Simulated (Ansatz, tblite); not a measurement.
# C₄₈H₃₈: one state, many levels

Aim: run the singlet of C₄₈H₃₈ at one geometry on many levels, and compare frontier levels, spin and run time.

Program: Ansatz 0.2.0, Gaussian basis. Level of theory: as each input shows. These are calculated values, not measurements.

The runs, in order: GFN1-xTB, GFN2-xTB, PBE-D4/def2-SVP, r2SCAN-D4/def2-SVP.

1 further run of the same task is left out (set aside as unsound or not needed).

**1. The structure**

The singlet was relaxed beforehand with PBE-D4/def2-SVP.

SMILES `[H]/C=C/c1ccc(/C=C/c2ccc(/C=C/c3ccc(/C=C/c4ccc(/C=C/c5ccc(/C=C/c6ccccc6)cc5)cc4)cc3)cc2)cc1`, 86 atoms, charge 0, spin multiplicity 1.

Bond lengths: H1–C2 1.101 Å, C2–C3 1.352 Å, C2–H50 1.102 Å, C3–C4 1.468 Å, C3–H51 1.105 Å, C4–C5 1.418 Å, C4–C49 1.416 Å, C5–C6 1.394 Å, C5–H52 1.102 Å, C6–C7 1.418 Å, C6–H53 1.100 Å, C7–C8 1.458 Å, C7–C48 1.420 Å, C8–C9 1.365 Å, C8–H54 1.104 Å, C9–C10 1.456 Å, C9–H55 1.104 Å, C10–C11 1.422 Å and more. Angles: H1–C2–C3 120.8°, H1–C2–H50 116.6°, C3–C2–H50 122.6°, C2–C3–C4 127.5°, C2–C3–H51 117.9°, C4–C3–H51 114.6°, C3–C4–C5 119.3°, C3–C4–C49 123.4°, C5–C4–C49 117.3°, C4–C5–C6 121.8°, C4–C5–H52 118.8°, C6–C5–H52 119.5°, C5–C6–C7 121.1°, C5–C6–H53 119.0°, C7–C6–H53 119.9°, C6–C7–C8 123.7°, C6–C7–C48 117.1°, C8–C7–C48 119.2° and more.

PBE0-D4/def2-SVP was run before; its log isn't repeated, and its numbers join the tables.

**2. GFN1-xTB**

Tight binding, by tblite at 300 K electronic temperature and without a spin-polarisation term:

```python
tblite.interface.Calculator('GFN1-xTB', numbers, positions, charge=0, uhf=0).singlepoint()
```

Energy -3313.8800 eV, HOMO -10.58 eV, LUMO -8.96 eV; 0.33 s.

**3. GFN2-xTB**

Tight binding, by tblite at 300 K electronic temperature and without a spin-polarisation term:

```python
tblite.interface.Calculator('GFN2-xTB', numbers, positions, charge=0, uhf=0).singlepoint()
```

Energy -3319.2427 eV, HOMO -9.56 eV, LUMO -7.93 eV; 0.31 s.

**4. PBE-D4/def2-SVP**

start.molden holds the orbitals of an earlier run on this state, given as this run's starting guess.

in.yaml reads:

```yaml
crystal:
  periodic: [false, false, false]
  atoms:
    - {symbol: H, position_ang: [-20.577841, -0.086148, -0.342598]}
    - {symbol: C, position_ang: [-19.505613, 0.029040, -0.562825]}
    - {symbol: C, position_ang: [-18.577927, -0.146470, 0.404900]}
    - {symbol: C, position_ang: [-17.120519, -0.029792, 0.277922]}
    - {symbol: C, position_ang: [-16.304623, -0.249932, 1.416026]}
    - {symbol: C, position_ang: [-14.914937, -0.156884, 1.352015]}
    - {symbol: C, position_ang: [-14.258476, 0.165162, 0.136714]}
    - {symbol: C, position_ang: [-12.810053, 0.265099, 0.001488]}
    - {symbol: C, position_ang: [-11.878845, 0.031609, 0.971723]}
    - {symbol: C, position_ang: [-10.431406, 0.115570, 0.837721]}
    - {symbol: C, position_ang: [-9.772258, 0.499367, -0.362633]}
    - {symbol: C, position_ang: [-8.385768, 0.548065, -0.445400]}
    - {symbol: C, position_ang: [-7.562588, 0.216542, 0.666474]}
    - {symbol: C, position_ang: [-6.107479, 0.235063, 0.625316]}
    - {symbol: C, position_ang: [-5.322225, 0.566484, -0.442008]}
    - {symbol: C, position_ang: [-3.868012, 0.562597, -0.498427]}
    - {symbol: C, position_ang: [-3.221542, 0.922566, -1.708122]}
    - {symbol: C, position_ang: [-1.832244, 0.914424, -1.821519]}
    - {symbol: C, position_ang: [-1.001837, 0.545677, -0.732429]}
    - {symbol: C, position_ang: [0.441849, 0.532737, -0.913493]}
    - {symbol: C, position_ang: [1.387541, 0.179149, 0.006744]}
    - {symbol: C, position_ang: [2.829497, 0.151322, -0.193101]}
    - {symbol: C, position_ang: [3.673341, -0.245889, 0.879325]}
    - {symbol: C, position_ang: [5.057979, -0.298455, 0.744763]}
    - {symbol: C, position_ang: [5.689516, 0.044461, -0.479702]}
    - {symbol: C, position_ang: [7.130396, 0.013493, -0.685136]}
    - {symbol: C, position_ang: [8.084447, -0.316656, 0.234248]}
    - {symbol: C, position_ang: [9.526256, -0.337550, 0.031391]}
    - {symbol: C, position_ang: [10.152988, -0.047377, -1.208420]}
    - {symbol: C, position_ang: [11.539444, -0.069523, -1.335641]}
    - {symbol: C, position_ang: [12.388425, -0.379956, -0.240078]}
    - {symbol: C, position_ang: [13.833086, -0.369620, -0.434473]}
    - {symbol: C, position_ang: [14.789005, -0.593502, 0.511142]}
    - {symbol: C, position_ang: [16.237997, -0.572060, 0.320422]}
    - {symbol: C, position_ang: [16.857728, -0.326530, -0.931958]}
    - {symbol: C, position_ang: [18.250085, -0.312022, -1.054954]}
    - {symbol: C, position_ang: [19.068475, -0.542519, 0.066190]}
    - {symbol: C, position_ang: [18.474722, -0.789055, 1.314067]}
    - {symbol: C, position_ang: [17.079935, -0.803022, 1.437270]}
    - {symbol: C, position_ang: [11.761682, -0.680138, 0.996847]}
    - {symbol: C, position_ang: [10.375309, -0.659568, 1.124091]}
    - {symbol: C, position_ang: [4.845619, 0.440747, -1.552090]}
    - {symbol: C, position_ang: [3.461376, 0.494108, -1.417338]}
    - {symbol: C, position_ang: [-1.649541, 0.196104, 0.484998]}
    - {symbol: C, position_ang: [-3.035026, 0.204381, 0.598052]}
    - {symbol: C, position_ang: [-8.220145, -0.157449, 1.865751]}
    - {symbol: C, position_ang: [-9.611284, -0.205075, 1.949063]}
    - {symbol: C, position_ang: [-15.078211, 0.392877, -1.000702]}
    - {symbol: C, position_ang: [-16.467139, 0.296706, -0.935595]}
    - {symbol: H, position_ang: [-19.240085, 0.297980, -1.597733]}
    - {symbol: H, position_ang: [-18.931489, -0.414410, 1.416703]}
    - {symbol: H, position_ang: [-16.787594, -0.502709, 2.374286]}
    - {symbol: H, position_ang: [-14.325428, -0.335266, 2.263576]}
    - {symbol: H, position_ang: [-12.461987, 0.552822, -1.005407]}
    - {symbol: H, position_ang: [-12.228956, -0.262935, 1.975920]}
    - {symbol: H, position_ang: [-10.366433, 0.763630, -1.250121]}
    - {symbol: H, position_ang: [-7.921845, 0.846680, -1.397213]}
    - {symbol: H, position_ang: [-5.617634, -0.061994, 1.568504]}
    - {symbol: H, position_ang: [-5.814470, 0.865346, -1.383282]}
    - {symbol: H, position_ang: [-3.837477, 1.209491, -2.575370]}
    - {symbol: H, position_ang: [-1.362201, 1.194820, -2.777388]}
    - {symbol: H, position_ang: [0.777543, 0.837759, -1.919572]}
    - {symbol: H, position_ang: [1.055925, -0.129594, 1.013191]}
    - {symbol: H, position_ang: [3.212116, -0.520316, 1.841830]}
    - {symbol: H, position_ang: [5.665796, -0.612701, 1.606421]}
    - {symbol: H, position_ang: [7.454923, 0.299056, -1.700646]}
    - {symbol: H, position_ang: [7.760375, -0.592086, 1.252605]}
    - {symbol: H, position_ang: [9.540348, 0.198159, -2.088463]}
    - {symbol: H, position_ang: [11.997677, 0.161980, -2.310461]}
    - {symbol: H, position_ang: [14.154861, -0.139885, -1.464757]}
    - {symbol: H, position_ang: [14.467321, -0.807963, 1.544740]}
    - {symbol: H, position_ang: [16.238300, -0.143729, -1.823091]}
    - {symbol: H, position_ang: [18.706730, -0.119554, -2.038284]}
    - {symbol: H, position_ang: [20.164175, -0.529903, -0.035300]}
    - {symbol: H, position_ang: [19.103696, -0.970759, 2.199358]}
    - {symbol: H, position_ang: [16.618800, -0.995745, 2.419299]}
    - {symbol: H, position_ang: [12.374271, -0.935741, 1.874051]}
    - {symbol: H, position_ang: [9.917076, -0.896482, 2.097580]}
    - {symbol: H, position_ang: [5.306718, 0.712984, -2.515247]}
    - {symbol: H, position_ang: [2.853914, 0.805695, -2.280112]}
    - {symbol: H, position_ang: [-1.046929, -0.091074, 1.359940]}
    - {symbol: H, position_ang: [-3.490408, -0.076177, 1.559498]}
    - {symbol: H, position_ang: [-7.612513, -0.418798, 2.746615]}
    - {symbol: H, position_ang: [-10.090264, -0.503505, 2.895063]}
    - {symbol: H, position_ang: [-14.595677, 0.647698, -1.958526]}
    - {symbol: H, position_ang: [-17.060385, 0.479106, -1.844207]}
basis:
  gaussian: {orbitals: def2-SVP, fitting: {mean_field: def2-universal-jkfit}, initial_orbitals: start.molden}
hamiltonian: {xc: pbe, dispersion: d4}
scf: {omitted_lower_state_checks: [starts]}
output: {forces: true, orbitals: {seedname: orbitals}}
```

Command:

```
$ ansatz run in.yaml --threads 4 --pin off --events-out ev --progress --plain --max-ram 66560MiB --backend cuda --devices 0, --max-vram 37GiB
```

Further steps of the session: r2SCAN-D4/def2-SVP.

Before running them: what should the planned runs give, taken together? Wanted: gap in def2-SVP, named functionals, smallest and largest; binding an atom, functionals in def2-SVP.

**Answer**, as computed:

| quantity | value |
| --- | --- |
| gap in def2-SVP, named functionals, smallest and largest | 1.54 eV (PBE-D4), 2.81 eV (PBE0-D4) |
| binding an atom, functionals in def2-SVP | 5.32 (r2SCAN-D4) to 5.50 eV (PBE-D4) |

In words: Over the named functionals in def2-SVP the gap runs from 1.54 eV (PBE-D4) to 2.81 eV (PBE0-D4); exact exchange widens it.
